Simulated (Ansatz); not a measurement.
**TiO (triplet): the correlation ladder, def2-TZVPP**

An exercise on one series of results from a longer session: the logs are not shown, and one member is left open.

The runs use Ansatz 0.2.0, Gaussian basis; def2-TZVPP, core rule «outside noble gas», up to 10 orbitals frozen.

To be run: UHF; ROHF; CCSD(T) on UHF.

2 further runs of the same task are left out: 2 set aside as unsound or not needed.

## The system

The geometry is a PBE0/def2-TZVP stationary point (not a proven minimum) of the parent state, kept for this charge and spin.

2 atoms, charge 0, spin multiplicity 3.

Atoms are counted from 1 here; the program's logs count them from 0.

Bond lengths: Ti1–O2 1.581 Å.

The first run:

in.yaml

```yaml
crystal:
  periodic: [false, false, false]
  atoms:
    - {symbol: Ti, position_ang: [0.000000, 0.000000, 0.000000]}
    - {symbol: O, position_ang: [0.000000, 0.000000, 1.581349]}
basis:
  gaussian: {orbitals: def2-TZVPP}
magnetization: {spin_polarized: true, initial_magnetization: 2}
hamiltonian: {xc: hf}
output: {orbitals: {seedname: orbitals}}
```

On the command line:

```console
$ ansatz run in.yaml --threads 1 --pin off --events-out ev --progress --plain --max-ram 3968MiB --backend cpu
```

Among the steps run: UHF; ROHF; CCSD(T) on UHF.

One table of the session follows, with a row left open; its other results are not shown here.

```
  method  from UCCSD(T) (meV)
    ROHF              +9821.8
     UHF                    ?
    UMP2               +249.1
   UCCSD               +714.7
UCCSD(T)                    0
```

**Question.** Estimate the row for UHF.

As computed: from UCCSD(T) (meV): +9676.4. In the column «from UCCSD(T) (meV)» it lies between UCCSD (+714.7) and ROHF (+9821.8).
